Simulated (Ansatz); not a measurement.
# Ta: how the settings move a single-point run

How sensitive is a single-point run of Ta to its settings? A reference run comes first, then one run with altered input.

This is Ta in the hcp structure; at room conditions it is bcc.

Computed with Ansatz 0.2.0 (reference: DFT, LDA, PAW with Ansatz's default frozen-core files, scalar-relativistic, unless a step's input says otherwise).

### 1 The structure to begin with

The structure is hexagonal, space group P6_3/mmc (No. 194). Conventional cell: a = 2.900 Å, b = 2.900 Å, c = 5.166 Å, α = 90.00°, β = 90.00°, γ = 120.00°. Ta (site symmetry -6m2) has 12 Ta at 2.90 to 3.08 Å as nearest neighbours.

As a file:

```
CELL_PARAMETERS angstrom
2.90037 0.00000 0.00000
-1.45019 2.51180 0.00000
0.00000 0.00000 5.16627
ATOMIC_POSITIONS crystal
Ta 0.66667 0.33333 0.75000
Ta 0.33333 0.66667 0.25000
```

### 2 The reference run

File input.yaml:

```yaml
crystal:
  lattice:
    - [2.9003720726, 0.0, 0.0]
    - [-1.4501860363, 2.5117958953, 0.0]
    - [0.0, 0.0, 5.166274]
  atoms:
    - { symbol: Ta, position: [0.6666666667, 0.3333333333, 0.75], spin: 0.6 }
    - { symbol: Ta, position: [0.3333333333, 0.6666666667, 0.25], spin: 0.6 }
magnetization:
  spin_polarized: true
kpoints:
  mp_grid: { grid: [11, 11, 6] }
scf:
  occupations: { method: fermi_dirac, width: 0.05 }
  lower_state_search: "off"
hamiltonian:
  xc: lda
  pseudopotentials: { kind: paw }
output:
  forces: true
  stress: true
  eigenvalues: true
  populations: true
  dos: { projected: true, de: 0.1, e_range: [-8, 5] }
  write_density: true
  write_potential: true
  elf: true
  volumetric_format: npy
```

Started as:

```console
$ ansatz run input.yaml --threads 1 --pin off --max-ram 3072MiB --backend cpu --events-out ev --progress --plain --runs-dir out
```

### 3 Variant: starting moments

File input.yaml:

```yaml
crystal:
  lattice:
    - [2.9003720726, 0.0, 0.0]
    - [-1.4501860363, 2.5117958953, 0.0]
    - [0.0, 0.0, 5.166274]
  atoms:
    - { symbol: Ta, position: [0.6666666667, 0.3333333333, 0.75], spin: 0.01 }
    - { symbol: Ta, position: [0.3333333333, 0.6666666667, 0.25], spin: 0.01 }
magnetization:
  spin_polarized: true
kpoints:
  mp_grid: { grid: [11, 11, 6] }
scf:
  occupations: { method: fermi_dirac, width: 0.05 }
  lower_state_search: "off"
hamiltonian:
  xc: lda
  pseudopotentials: { kind: paw }
output:
  forces: true
  stress: true
  eigenvalues: true
```

Q: Predict the outcome of this session. Wanted: for each run, ending; energy change; pressure; gap; force.

The runs gave:

```tsv
run	ending	energy change	pressure (GPa)	gap (eV)	force (eV/Å)	cycles	time
reference	converged	0	-11.8	0.00	0.00	12	8.8 s
1: starting moments	converged	0.0 meV/atom	-11.8	0.00	0.00	11	5.5 s
```

Times don't compare one to one where runs were asked for different outputs or read a saved state (see the inputs); cycles may leave out searches for a lower state.

Residual by cycle in the longest SCF loop of each run; runs are numbered as in the table. The quantity is the density residual dr2, in eV.

```tsv
cycle	reference	run 1
1	0.601	0.603
2	0.335	0.335
3	0.00325	0.00324
4	0.00156	0.00153
5	4.4e-5	4.2e-5
6	2.2e-5	1.8e-5
7	1.4e-6	2.2e-7
8	1.4e-6	1.4e-7
9	7.1e-8	5.0e-9
10	1.1e-8	9.2e-10
11	2.1e-10	2.1e-11
12	1.5e-11	-
```

With the changed spin start the energy stays within 0.5 meV/atom: no moment survives, so both runs end on the same non-magnetic state.
